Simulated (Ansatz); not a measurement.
# C3H10Si: the cost of one run

Program: Ansatz 0.2.0. Level of theory: RKS BHLYP-D4/def2-SVP. These are calculated values, not measurements.

### 1 The starting structure

Bond lengths: Si1–C2 2.163 Å, C2–C3 1.509 Å, Si1–H5 1.466 Å, Si1–H6 1.466 Å, Si1–C7 1.908 Å, C2–H8 1.084 Å, C2–H9 1.081 Å, C3–H10 1.082 Å, C3–H11 1.082 Å, C7–H12 1.089 Å, C7–H13 1.087 Å, C7–H14 1.087 Å. Angles (14 of 21 angles, heavy atoms first): Si1–C2–C3 89.8°, C2–Si1–C7 114.0°, Si1–C2–H8 112.5°, Si1–C2–H9 115.0°, C3–C2–H8 113.5°, C3–C2–H9 114.4°, C2–Si1–H5 104.3°, C2–Si1–H6 106.9°, H5–Si1–C7 106.2°, H6–Si1–C7 104.5°, C2–C3–H10 116.7°, C2–C3–H11 115.0°, Si1–C7–H12 110.4°, Si1–C7–H13 111.9°.

Structure file:

```xyz
14

Si   -0.5575   -0.1534   -0.5326
C     0.8565    0.3650    1.0198
C    -0.0954   -0.1724    2.0601
H    -1.1734   -0.4189    1.2292
H    -1.6461    0.8145   -0.3696
H    -0.7972   -1.5953   -0.4248
C     0.1105    0.0896   -2.3035
H     1.0188    1.4344    1.0931
H     1.8029   -0.1549    0.9686
H    -0.4234    0.5214    2.8229
H     0.1760   -1.1340    2.4748
H    -0.6424   -0.1978   -3.0363
H     0.9903   -0.5206   -2.4926
H     0.3802    1.1224   -2.5092
```

### 2 A restrained relaxation towards end A

Springs on the bonds that form and break draw the guess towards this end; the thresholds are loose.

Input file input.yaml:

```yaml
crystal:
  periodic: [false, false, false]
  atoms:
    - { symbol: Si, position_ang: [-0.5575, -0.1534, -0.5326] }
    - { symbol: C, position_ang: [0.8565, 0.365, 1.0198] }
    - { symbol: C, position_ang: [-0.0954, -0.1724, 2.0601] }
    - { symbol: H, position_ang: [-1.1734, -0.4189, 1.2292] }
    - { symbol: H, position_ang: [-1.6461, 0.8145, -0.3696] }
    - { symbol: H, position_ang: [-0.7972, -1.5953, -0.4248] }
    - { symbol: C, position_ang: [0.1105, 0.0896, -2.3035] }
    - { symbol: H, position_ang: [1.0188, 1.4344, 1.0931] }
    - { symbol: H, position_ang: [1.8029, -0.1549, 0.9686] }
    - { symbol: H, position_ang: [-0.4234, 0.5214, 2.8229] }
    - { symbol: H, position_ang: [0.176, -1.134, 2.4748] }
    - { symbol: H, position_ang: [-0.6424, -0.1978, -3.0363] }
    - { symbol: H, position_ang: [0.9903, -0.5206, -2.4926] }
    - { symbol: H, position_ang: [0.3802, 1.1224, -2.5092] }
basis:
  gaussian: { orbitals: def2-SVP }
hamiltonian:
  xc: { name: BHLYP }
  dispersion: d4
relax:
  f_tol: 0.15
  max_steps: 25
  restrain:
    - { distance: [0, 3], at: 2.72, k: 30.0 }
    - { distance: [0, 1], at: 1.87, k: 30.0 }
    - { distance: [2, 3], at: 1.07, k: 30.0 }
output:
  orbitals: {}
```

Run with:

```console
$ ansatz run input.yaml --threads 2 --pin off --max-ram 3072MiB --backend cpu --events-out ev --progress --plain --runs-dir out
```

Q: Estimate wall time and peak memory on 2 threads of Arm Neoverse V2, shared host.

About 19 s, with a peak of 0.23 GiB.
